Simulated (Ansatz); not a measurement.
# GePH+ (quartet): the correlation ladder, cc-pVDZ

Aim: climb from Hartree-Fock through coupled cluster and multireference methods for GePH+ (quartet) at one geometry and basis, and see what each rung misses.

Computed with Ansatz 0.2.0, Gaussian basis. Level: cc-pVDZ, core rule «outside noble gas», up to 19 orbitals frozen.

Plan: UHF; CCSD(T) on ROHF; CCSD(T) on UHF; BCCD(T) on ROHF; CISD; CCSDT(Q) on ROHF; CCSDT(Q) on UHF; CASSCF and MRCISD+Q, 9 electrons in 9 orbitals; CASSCF and NEVPT2, 9 electrons in 9 orbitals.

17 further runs of the same task are left out: 4 that didn't finish, 13 set aside as unsound or not needed.

## Step 1: The system

The geometry is a PBE0/def2-TZVP stationary point (not a proven minimum) of the parent state, kept for this charge and spin. No spin-orbit coupling is included. The filled d shell of Ge may be among the frozen orbitals whatever the setting's name suggests; the logs give the count.

3 atoms, charge 1, spin multiplicity 4.

Atoms are counted from 1 here; the program's logs count them from 0.

Bond lengths: Ge1–P2 2.321 Å, Ge1–H3 1.598 Å. Angles: P2–Ge1–H3 92.4°.

## Step 2: UHF

The input, in.yaml:

```yaml
crystal:
  periodic: [false, false, false]
  atoms:
    - {symbol: Ge, position_ang: [0.000000, -0.031660, 0.685831]}
    - {symbol: P, position_ang: [0.000000, 0.023387, -1.634127]}
    - {symbol: H, position_ang: [0.000000, 1.562951, 0.790027]}
basis:
  gaussian: {orbitals: cc-pVDZ}
total_charge: 1
magnetization: {spin_polarized: true, initial_magnetization: 3}
hamiltonian: {xc: hf}
output: {orbitals: {seedname: orbitals}}
```

Launch:

```
> ansatz run in.yaml --threads 1 --pin off --events-out ev --progress --plain --max-ram 2393MiB
```

Further steps of the session: CCSD(T) on ROHF; CCSD(T) on UHF; BCCD(T) on ROHF; CISD; CCSDT(Q) on ROHF; CCSDT(Q) on UHF; CASSCF and MRCISD+Q, 9 electrons in 9 orbitals; CASSCF and NEVPT2, 9 electrons in 9 orbitals.

**Question.** What will the summary of the whole plan be? Wanted: UCCSDT(Q) below the RHF energy; RMP2 from UCCSDT(Q); UMP2 from UCCSDT(Q); RCCSD from UCCSDT(Q); RCCSD(T) from UCCSDT(Q); UCCSD(T) from UCCSDT(Q); RCCSDT(Q) from UCCSDT(Q); NEVPT2 valence from UCCSDT(Q); MRCISD+Q valence from UCCSDT(Q).

The runs gave:

```
                         quantity                                        value
   UCCSDT(Q) below the RHF energy                                   -4.9571 eV
              RMP2 from UCCSDT(Q)                                  +1143.1 meV
              UMP2 from UCCSDT(Q)                                  +1183.8 meV
             RCCSD from UCCSDT(Q)                                   +203.6 meV
          RCCSD(T) from UCCSDT(Q)                                    +51.7 meV
          UCCSD(T) from UCCSDT(Q)                                    +49.7 meV
         RCCSDT(Q) from UCCSDT(Q)                                     +3.9 meV
    NEVPT2 valence from UCCSDT(Q)                                   +794.5 meV
  MRCISD+Q valence from UCCSDT(Q)                                     -7.5 meV
levels within 1 kcal/mol (43 meV)  RCCSDT, UCCSDT, RCCSDT(Q), MRCISD+Q valence
                    T1 diagnostic                                        0.032
   effectively unpaired electrons                                         3.04
```

In words: RCCSD(T) lands +51.7 meV from the yardstick (1.0 % of the correlation energy). One determinant dominates. Of the multireference levels listed MRCISD+Q valence comes nearest in total energy (-7.5 meV), which doesn't show that its space is the better one. These misses are within one basis, not against nature; the frozen cores of restricted and unrestricted runs differ, which can shift their rows.
